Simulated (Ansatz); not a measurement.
**C₉H₁₇NZr: geometry optimisation**

Aim: relax C₉H₁₇NZr from a cheap starting geometry, and look at its orbitals and charge.

Method: RKS PBE0-D4/def2-TZVP; program: Ansatz 0.2.0, Gaussian basis.

Plan: relaxation at PBE0-D4/def2-TZVP; a single point in def2-TZVPP for the fields.

### 1 Where the work starts

SMILES `C[N](C)[Zr]1234([CH3])([CH3])[CH]5[CH]1[CH]2[CH]3[CH]54`, 28 atoms, charge 0, spin multiplicity 1.

Atoms are counted from 1 here; the program's logs count them from 0.

Bond lengths: C1–N2 1.449 Å, C1–H12 1.099 Å, C1–H13 1.112 Å, C1–H14 1.104 Å, N2–C3 1.449 Å, N2–Zr4 2.015 Å, C3–H15 1.104 Å, C3–H16 1.099 Å, C3–H17 1.112 Å, Zr4–C5 2.231 Å, Zr4–C6 2.232 Å, Zr4–C7 2.512 Å, Zr4–C8 2.513 Å, Zr4–C9 2.525 Å, Zr4–C10 2.542 Å, Zr4–C11 2.524 Å, C5–H18 1.103 Å, C5–H19 1.105 Å and more. Angles: N2–C1–H12 109.7°, N2–C1–H13 112.5°, N2–C1–H14 110.9°, H12–C1–H13 109.0°, H12–C1–H14 107.9°, H13–C1–H14 106.7°, C1–N2–C3 110.8°, C1–N2–Zr4 116.7°, C3–N2–Zr4 116.5°, N2–C3–H15 110.9°, N2–C3–H16 109.7°, N2–C3–H17 112.5°, H15–C3–H16 107.9°, H15–C3–H17 106.7°, H16–C3–H17 109.0°, N2–Zr4–C5 102.7°, N2–Zr4–C6 102.8°, N2–Zr4–C7 138.6° and more.

As a file:

```xyz
28
charge 0, multiplicity 1
C    -1.61581   -2.03255    0.31351
N    -1.14748   -0.84440    0.99741
C    -0.53446   -1.18756    2.26470
Zr   -0.18471    0.52532   -0.12359
C    -1.74025    1.13066   -1.60428
C    -0.17679    2.32609    1.19476
C     1.53578    0.58951   -1.95316
C     2.17816    1.06318   -0.78947
C     2.27066   -0.00962    0.12624
C     1.69555   -1.14754   -0.47862
C     1.23083   -0.77699   -1.75859
H    -2.05313   -1.75422   -0.65522
H    -0.80468   -2.77420    0.14552
H    -2.39552   -2.54450    0.90365
H    -1.26648   -1.66432    2.93939
H    -0.16525   -0.27679    2.75608
H     0.30770   -1.90444    2.14920
H    -1.52072    2.12133   -2.03760
H    -1.79485    0.41696   -2.44564
H    -2.74919    1.19078   -1.16630
H     0.64871    2.28549    1.92767
H    -0.04165    3.25224    0.61049
H    -1.11077    2.44400    1.76678
H     1.41494    1.14013   -2.87980
H     2.63519    2.03953   -0.67021
H     2.81207    0.00385    1.06727
H     1.73442   -2.15889   -0.08849
H     0.83777   -1.45306   -2.51171
```

The start is a GFN2-xTB geometry. Zr takes the def2 core potential; no spin-orbit term is included.

### 2 Relaxation at PBE0-D4/def2-TZVP

The input, in.yaml:

```yaml
crystal:
  periodic: [false, false, false]
  atoms:
    - {symbol: C, position_ang: [-1.615810, -2.032550, 0.313510]}
    - {symbol: N, position_ang: [-1.147480, -0.844400, 0.997410]}
    - {symbol: C, position_ang: [-0.534460, -1.187560, 2.264700]}
    - {symbol: Zr, position_ang: [-0.184710, 0.525320, -0.123590]}
    - {symbol: C, position_ang: [-1.740250, 1.130660, -1.604280]}
    - {symbol: C, position_ang: [-0.176790, 2.326090, 1.194760]}
    - {symbol: C, position_ang: [1.535780, 0.589510, -1.953160]}
    - {symbol: C, position_ang: [2.178160, 1.063180, -0.789470]}
    - {symbol: C, position_ang: [2.270660, -0.009620, 0.126240]}
    - {symbol: C, position_ang: [1.695550, -1.147540, -0.478620]}
    - {symbol: C, position_ang: [1.230830, -0.776990, -1.758590]}
    - {symbol: H, position_ang: [-2.053130, -1.754220, -0.655220]}
    - {symbol: H, position_ang: [-0.804680, -2.774200, 0.145520]}
    - {symbol: H, position_ang: [-2.395520, -2.544500, 0.903650]}
    - {symbol: H, position_ang: [-1.266480, -1.664320, 2.939390]}
    - {symbol: H, position_ang: [-0.165250, -0.276790, 2.756080]}
    - {symbol: H, position_ang: [0.307700, -1.904440, 2.149200]}
    - {symbol: H, position_ang: [-1.520720, 2.121330, -2.037600]}
    - {symbol: H, position_ang: [-1.794850, 0.416960, -2.445640]}
    - {symbol: H, position_ang: [-2.749190, 1.190780, -1.166300]}
    - {symbol: H, position_ang: [0.648710, 2.285490, 1.927670]}
    - {symbol: H, position_ang: [-0.041650, 3.252240, 0.610490]}
    - {symbol: H, position_ang: [-1.110770, 2.444000, 1.766780]}
    - {symbol: H, position_ang: [1.414940, 1.140130, -2.879800]}
    - {symbol: H, position_ang: [2.635190, 2.039530, -0.670210]}
    - {symbol: H, position_ang: [2.812070, 0.003850, 1.067270]}
    - {symbol: H, position_ang: [1.734420, -2.158890, -0.088490]}
    - {symbol: H, position_ang: [0.837770, -1.453060, -2.511710]}
basis:
  gaussian: {orbitals: def2-TZVP}
hamiltonian: {xc: pbe0, dispersion: d4}
relax: {f_tol: 0.005, max_steps: 150}
```

Started as:

```
$ ansatz run in.yaml --threads 11 --pin off --events-out ev --progress --plain --max-ram 174080MiB --backend cuda --devices 0, --max-vram 75GiB
```

The runs that follow: Orbitals, density and potential.

Q: Predict the results of all the runs planned. Wanted: point group; shift from the start; total energy; dispersion term; dipole moment; HOMO, LUMO.

The runs gave:

| quantity | value |
| --- | --- |
| point group | Cs |
| steps | 11 |
| shift from the start (rms) | 0.281 Å |
| total energy | -12373.2166 eV |
| dispersion term | -672 meV |
| dipole moment | 1.64 D |
| HOMO, LUMO | -6.19, -0.64 eV |

In words: The relaxed geometry lies 0.28 Å (rms) from the start; the bond that changed most is Zr4–C7, from 2.512 to 2.568 Å. No vibrations were run, so it is not proven to be a minimum. The largest Mulliken charge, +1.11 e, sits on Zr4. The HOMO lies mostly on N2 54 %; Zr4 6 % and the LUMO on Zr4 49 %.
